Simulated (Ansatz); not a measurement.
What does this script print? It uses the Python package of Ansatz (0.2.0).

The script, `fatbands_taru.py`:
```python
"""Orbital character of the bands of TaRu."""

from pathlib import Path
import warnings

import ansatz as az
import pandas as pd


def main() -> None:
    warnings.simplefilter("ignore", az.DeckWarning)

    crystal = (
        az.Lattice.of((3.053, 0.0, 0.0), (0.0, 3.053, 0.0), (0.0, 0.0, 3.389))
        .atom("Ta", (0.5, 0.5, 0.5))
        .atom("Ru", (0.0, 0.0, 0.0))
    )

    points = {"G": (0.0, 0.0, 0.0), "X": (0.0, 0.5, 0.0), "M": (0.5, 0.5, 0.0), "Z": (0.0, 0.0, 0.5), "R": (0.0, 0.5, 0.5), "A": (0.5, 0.5, 0.5)}
    model = (
        crystal.calculation()
        .functional("lda")
        .basis(550)
        .kpoints(density=3.1)
        .occupations(az.OccupationsMethod.FERMI_DIRAC)
        .band_structure(list(points.values()), intervals=1)
        .fat_bands()
    )
    res = model.run()
    rep = res.report
    file = Path(res.write_results("results")) / "fatbands.tsv"
    names = file.read_text().splitlines()[0].lstrip("# ").split("\t")
    table = pd.read_csv(file, sep="\t", comment="#", names=names)
    near = table[table.e_minus_ef.abs() < 4]
    for ik, label in enumerate(points):
        print(label)
        for _, row in near[near.ik == ik].iterrows():
            main = row[names[4:]].astype(float).nlargest(2)
            print(f"   band {int(row.band):3d} {row.e_minus_ef:7.3f} eV  " + ", ".join(f"{k} {v:.2f}" for k, v in main.items()))


if __name__ == "__main__":
    main()
```

```console
$ python fatbands_taru.py
G
   band  11  -2.374 eV  ru1_l2_4D 0.77, ta0_l2_5D 0.23
   band  12  -2.374 eV  ru1_l2_4D 0.77, ta0_l2_5D 0.23
   band  13  -1.502 eV  ru1_l2_4D 0.84, ta0_l2_5D 0.16
   band  14   0.423 eV  ta0_l2_5D 0.59, ru1_l2_4D 0.41
   band  15   1.752 eV  ta0_l2_5D 0.57, ru1_l2_4D 0.43
X
   band  10  -3.577 eV  ru1_l2_4D 0.98, ru1_l0_5S 0.01
   band  11  -2.577 eV  ru1_l2_4D 0.98, ta0_l1_5P 0.01
   band  12  -2.058 eV  ta0_l2_5D 0.99, ta0_l0_6S 0.00
   band  13  -1.965 eV  ru1_l2_4D 0.99, ta0_l1_5P 0.01
   band  14  -1.206 eV  ru1_l2_4D 1.00, ta0_l0_5S 0.00
   band  15  -0.687 eV  ta0_l2_5D 0.98, ru1_l1_4P 0.01
   band  16   0.435 eV  ta0_l2_5D 0.99, ru1_l1_4P 0.01
   band  17   1.653 eV  ru1_l2_4D 0.50, ru1_l0_5S 0.49
   band  18   2.400 eV  ta0_l2_5D 1.00, ta0_l0_5S 0.00
M
   band  12   0.254 eV  ru1_l2_4D 1.00, ta0_l0_5S 0.00
   band  13   1.093 eV  ru1_l2_4D 0.65, ta0_l2_5D 0.31
   band  14   1.424 eV  ta0_l1_5P 0.00, ru1_l1_4P 0.00
   band  15   1.424 eV  ta0_l1_5P 0.00, ru1_l1_4P 0.00
   band  16   2.947 eV  ta0_l2_5D 0.71, ru1_l2_4D 0.29
Z
   band  10  -3.884 eV  ru1_l2_4D 0.99, ta0_l0_5S 0.00
   band  11  -2.528 eV  ta0_l2_5D 1.00, ta0_l0_5S 0.00
   band  12  -1.815 eV  ru1_l2_4D 0.99, ta0_l1_5P 0.01
   band  13  -1.815 eV  ru1_l2_4D 0.99, ta0_l1_5P 0.01
   band  14  -0.812 eV  ru1_l2_4D 1.00, ta0_l0_5S 0.00
   band  15   0.020 eV  ru1_l2_4D 0.57, ru1_l0_5S 0.41
   band  16   0.779 eV  ta0_l2_5D 0.98, ru1_l1_4P 0.01
   band  17   0.779 eV  ta0_l2_5D 0.98, ru1_l1_4P 0.01
   band  18   2.998 eV  ta0_l2_5D 1.00, ta0_l0_5S 0.00
R
   band  10  -3.460 eV  ru1_l2_4D 0.71, ta0_l2_5D 0.29
   band  11  -3.458 eV  ru1_l2_4D 0.67, ta0_l2_5D 0.33
   band  12  -0.874 eV  ru1_l2_4D 0.86, ta0_l2_5D 0.12
   band  13   0.536 eV  ru1_l2_4D 0.77, ta0_l2_5D 0.20
   band  14   0.625 eV  ta0_l1_5P 0.00, ru1_l1_4P 0.00
   band  15   0.690 eV  ta0_l1_5P 0.00, ru1_l1_4P 0.00
   band  16   1.055 eV  ta0_l2_5D 0.72, ru1_l2_4D 0.28
A
   band   8  -3.808 eV  ru1_l2_4D 0.96, ta0_l1_5P 0.02
   band   9  -3.399 eV  ru1_l2_4D 0.96, ta0_l1_5P 0.02
   band  10  -3.399 eV  ru1_l2_4D 0.96, ta0_l1_5P 0.02
   band  11  -3.226 eV  ta0_l2_5D 0.97, ru1_l1_4P 0.02
   band  12  -2.557 eV  ta0_l2_5D 0.96, ru1_l1_4P 0.02
   band  13  -2.557 eV  ta0_l2_5D 0.96, ru1_l1_4P 0.02
   band  14  -0.380 eV  ru1_l2_4D 0.99, ru1_l0_5S 0.01
   band  15   0.292 eV  ru1_l2_4D 1.00, ta0_l0_5S 0.00
   band  16   3.695 eV  ta0_l2_5D 0.94, ta0_l0_6S 0.06
```

Notes:
- Spin is left out of this run.
- The computed bands are complete only to about 2.5 eV above the Fermi level.
- The mesh is modest for a metal, so energies can be off by several to tens of meV an atom and pressures by half a GPa or more; differences at equal mesh fare better.
- The structure is a deposited one; some such entries were measured under pressure or heat, so a shift against it needn't be the functional's error alone.
- Levels are Kohn-Sham eigenvalues on this mesh, without spin-orbit coupling.
- Energies are less the Fermi level and bands count from 0. Only the largest channels are printed, equivalent atoms hold more, and in degenerate sets the split between sites is arbitrary; shells that the potentials lack have no channel.
- Run time: 3 s on 1 thread of Arm Neoverse V1, on a shared host, peak memory 0.42 GiB.

(Lines on the test bed's own set-up are left out of the output.)
